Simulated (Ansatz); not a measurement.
# AlBH3IN2O: how energies converge with the basis set

Aim: see how fast density functionals converge with the basis set for AlBH3IN2O.

Computed with Ansatz 0.2.0, Gaussian basis. Level: one geometry, several basis sets.

Plan: PBE0-D4/def2-SVP; ωB97M-V/def2-SVP; PBE0-D4/def2-QZVPP; ωB97M-V/def2-QZVPP; the functionals' def2-TZVPP values are taken from earlier runs.

## Step 1: The geometry

The geometry comes from an earlier relaxation with PBE0-D4 in a triple-zeta def2 set; it is a stationary point, not always the lowest conformer. I takes the def2 core potential; no spin-orbit term is included.

9 atoms, charge 0, spin multiplicity 1.

Atoms are counted from 1 here; the program's logs count them from 0.

Bond lengths: O1–B2 1.367 Å, O1–H7 0.958 Å, B2–N3 1.458 Å, B2–N6 1.452 Å, N3–Al4 1.776 Å, N3–H8 1.000 Å, Al4–I5 2.444 Å, Al4–N6 1.769 Å, N6–H9 1.000 Å. Angles: B2–O1–H7 113.1°, O1–B2–N3 129.3°, O1–B2–N6 124.3°, N3–B2–N6 106.4°, B2–N3–Al4 85.5°, B2–N3–H8 128.4°, Al4–N3–H8 146.1°, N3–Al4–I5 138.4°, N3–Al4–N6 82.2°, I5–Al4–N6 139.4°, B2–N6–Al4 86.0°, B2–N6–H9 126.1° and more.

## Step 2: PBE0-D4 in def2-SVP

File in.yaml:

```yaml
crystal:
  periodic: [false, false, false]
  atoms:
    - {symbol: O, position_ang: [0.506766, -2.023654, 0.359743]}
    - {symbol: B, position_ang: [0.216986, -0.710268, 0.114762]}
    - {symbol: N, position_ang: [-1.038362, 0.007922, 0.297468]}
    - {symbol: Al, position_ang: [-0.155550, 1.423868, -0.311757]}
    - {symbol: I, position_ang: [-0.584305, 3.784382, -0.778742]}
    - {symbol: N, position_ang: [1.169907, 0.255801, -0.402148]}
    - {symbol: H, position_ang: [-0.242086, -2.516200, 0.699002]}
    - {symbol: H, position_ang: [-1.910585, -0.343084, 0.637869]}
    - {symbol: H, position_ang: [2.125828, 0.074934, -0.633397]}
basis:
  gaussian: {orbitals: def2-SVP}
hamiltonian: {xc: pbe0, dispersion: d4}
output: {orbitals: {seedname: orbitals}}
```

The runs that follow: ωB97M-V in def2-SVP; PBE0-D4 in def2-QZVPP; ωB97M-V in def2-QZVPP.

**Question.** What will the summary of the whole plan be? Wanted: PBE0-D4: double and triple zeta above quadruple; ωB97M-V: double and triple zeta above quadruple.

The runs gave:

| quantity | value |
| --- | --- |
| PBE0-D4: double and triple zeta above quadruple | 9.96, 0.58 eV |
| ωB97M-V: double and triple zeta above quadruple | 10.08, 0.54 eV |

For PBE0-D4 the step from double to triple zeta gains 9.39 eV and the next only 0.58 eV. Total energies overstate the basis error of differences, where much of it tends to cancel. The LUMO of ωB97M-V is positive and keeps falling with the basis (1.06 to 0.35 eV): an unbound level that the basis holds in place.
